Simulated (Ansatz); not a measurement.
# Ge₂C (triplet): wave-function methods side by side, cc-pVDZ

An exercise on one series of results from a longer session: the logs are not shown, and one member is left open.

Computed with Ansatz 0.2.0, Gaussian basis. Level: cc-pVDZ, core rule «outside noble gas», up to 29 orbitals frozen.

The runs, in order: UHF; CCSD(T) on ROHF; CCSD(T) on UHF; BCCD(T) on ROHF; CISD; CCSDT(Q) on ROHF; CCSDT(Q) on UHF; CASSCF and MRCISD+Q, 12 electrons in 12 orbitals; CASSCF and NEVPT4(SD), 12 electrons in 12 orbitals; CASSCF and NEVPT2, 12 electrons in 12 orbitals.

3 further runs of the same task are left out: 3 set aside as unsound or not needed.

### The system

The geometry is a PBE0/def2-TZVP stationary point (not a proven minimum) of the parent state, kept for this charge and spin. No spin-orbit coupling is included. The filled d shell of Ge may be among the frozen orbitals whatever the setting's name suggests; the logs give the count.

3 atoms, charge 0, spin multiplicity 3.

Atoms are counted from 1 here; the program's logs count them from 0.

Bond lengths: Ge1–C2 1.768 Å, C2–Ge3 1.768 Å. Angles: Ge1–C2–Ge3 180.0°.

As a file:

```xyz
3
CGe2
Ge    0.00000    0.00000    1.76750
C     0.00000    0.00000    0.00000
Ge    0.00000    0.00000   -1.76750
```

The first run:

Contents of in.yaml:

```yaml
crystal:
  periodic: [false, false, false]
  atoms:
    - {symbol: Ge, position_ang: [0.000000, 0.000000, 1.767500]}
    - {symbol: C, position_ang: [0.000000, 0.000000, 0.000000]}
    - {symbol: Ge, position_ang: [0.000000, 0.000000, -1.767500]}
basis:
  gaussian: {orbitals: cc-pVDZ}
magnetization: {spin_polarized: true, initial_magnetization: 2}
hamiltonian: {xc: hf}
output: {orbitals: {seedname: orbitals}}
```

Launch:

```
> ansatz run in.yaml --threads 1 --pin off --events-out ev --progress --plain --max-ram 2816MiB --backend cpu
```

Steps of the session up to this table: UHF; CCSD(T) on ROHF; CCSD(T) on UHF; BCCD(T) on ROHF; CISD; CCSDT(Q) on ROHF; CCSDT(Q) on UHF; CASSCF and MRCISD+Q, 12 electrons in 12 orbitals; CASSCF and NEVPT4(SD), 12 electrons in 12 orbitals; CASSCF and NEVPT2, 12 electrons in 12 orbitals.

One table of the session follows, with a row left open; its other results are not shown here.

It belongs to the step «Misses and costs». 

```
            method  from RCCSDT(Q) (meV)
              ROHF               +7716.8
               UHF                     ?
              RMP2               +1377.9
              UMP2               +1393.2
             RCCSD                +494.4
             UCCSD                +487.2
          RCCSD(T)                +142.2
          UCCSD(T)                +140.1
           BCCD(T)                +139.7
            RCCSDT                 +64.2
            UCCSDT                 +63.3
         RCCSDT(Q)                     0
         UCCSDT(Q)                  +1.1
    CASSCF valence               +4517.4
    NEVPT2 valence                +997.4
NEVPT4(SD) valence                 +49.5
    MRCISD valence                +350.1
  MRCISD+Q valence                 -19.2
```

Estimate the missing values for UHF.

As computed: from RCCSDT(Q) (meV): +7572.4. In the column «from RCCSDT(Q) (meV)» it lies between CASSCF valence (+4517.4) and ROHF (+7716.8).

Limits of these values: Restricted and unrestricted rows rest on different reference determinants; where their highest levels disagree by more than a few hundredths of an eV, they describe different states and don't form one ladder.
